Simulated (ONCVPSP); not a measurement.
# Platinum: generating and testing an ONCV potential

Task: generate the file, and judge it by its errors in other configurations, its logarithmic derivatives, its ghosts and its cutoff.

Method: ONCVPSP 4.0.1, PBE, scalar-relativistic.

**1. The design**

Typed settings, in words:

* element: platinum (Pt, Z = 78)
* type: optimised norm-conserving Vanderbilt (ONCV)
* frozen core: [Kr] 4d10 4f14
* valence charge: 18
* reference configuration: 5s2 5p6 5d9 6s1
* partial waves: 5s+6s: rc 1.55 bohr, ncon 3, nbas 6, qcut 6 1/bohr, 3 projectors, debl 3.4 Ha; 5p: rc 1.85 bohr, ncon 4, nbas 8, qcut 6.5 1/bohr, 2 projectors, debl 4 Ha; 5d: rc 1.95 bohr, ncon 4, nbas 8, qcut 8.2 1/bohr, 2 projectors, debl 4 Ha
* local potential: polynomial inside 1.10 bohr (lpopt 5, dvloc0 0 Ha)
* core correction: Teter function, fcfact 2.25, rcfact 1.55

**2. Generation**

Pt.dat

```
# ATOM AND REFERENCE CONFIGURATION
# atsym  z   nc   nv     iexc    psfile
  Pt 78.00   10    4        4      upf
#
#   n    l    f
    1    0    2.00
    2    0    2.00
    2    1    6.00
    3    0    2.00
    3    1    6.00
    3    2   10.00
    4    0    2.00
    4    1    6.00
    4    2   10.00
    4    3   14.00
    5    0    2.00
    5    1    6.00
    5    2    9.00
    6    0    1.00
#
# PSEUDOPOTENTIAL AND OPTIMIZATION
# lmax
    2
#
#   l,   rc,      ep,       ncon, nbas, qcut
    0    1.55    0.00    3    6    6.00
    1    1.85    0.00    4    8    6.50
    2    1.95    0.00    4    8    8.20
#
# LOCAL POTENTIAL
# lloc, lpopt,  rc(5),   dvloc0
    4    5    1.10    0.00
#
# VANDERBILT-KLEINMAN-BYLANDER PROJECTORs
# l, nproj, debl
    0    3    3.40
    1    2    4.00
    2    2    4.00
#
# MODEL CORE CHARGE
# icmod, fcfact, rcfact
    3    2.25    1.55
#
# LOG DERIVATIVE ANALYSIS
# epsh1, epsh2, depsh
   -5.00    5.00    0.04
#
# OUTPUT GRID
# rlmax, drl
    6.00    0.01
#
# TEST CONFIGURATIONS
# ncnf
    4
# nvcnf
#   n    l    f
    4
    5    0    2.00
    5    1    6.00
    5    2    9.00
    6    0    0.00
#
    4
    5    0    2.00
    5    1    6.00
    5    2    8.00
    6    0    0.00
#
    4
    5    0    2.00
    5    1    6.00
    5    2    7.00
    6    0    0.00
#
    5
    5    0    2.00
    5    1    6.00
    5    2    9.00
    6    0    0.00
    6    1    1.00
#
```

Started as:

```bash
$ oncvpsp.x < Pt.dat > Pt.out
```

Q: Predict the outcome of this session. Wanted: cutoffs for 1 and 0.1 mHa per electron, occupied waves; bound ghosts; GHOST(+) flags; largest test error; largest phase difference near zero energy, channels read; rms error of d²Exc/dn², without and with the model core.

The runs gave:

| quantity | value |
| --- | --- |
| cutoffs for 1 and 0.1 mHa per electron, occupied waves | 20 Ha and 37 Ha |
| bound ghosts | none found |
| GHOST(+) flags | s at 282 eV |
| largest test error (AE − PS) | -17 meV, for 5s2 5p6 5d7 6s0 |
| largest phase difference near zero energy, channels read | 0.001 rad |
| rms error of d²Exc/dn², without and with the model core | 6.97 and 0.81 mHa |

The worst unpolarised test, 5s2 5p6 5d7 6s0, is off by 17 meV on 61.4 eV; by total energies transferability rates as good. By its cutoff, 20 Ha for the looser tolerance, it is of middling hardness. At the looser tolerance the 5d wave is the slowest; 6s needs 15 Ha. It is free of bound ghosts as far as tested. Near zero energy the phases of the channels with partial waves agree within 0.001 rad. The program also flags highly localised states, GHOST(+) (s). Note that the frozen 4f shell (-70 eV) lies higher than the valence 5s shell (-102 eV).
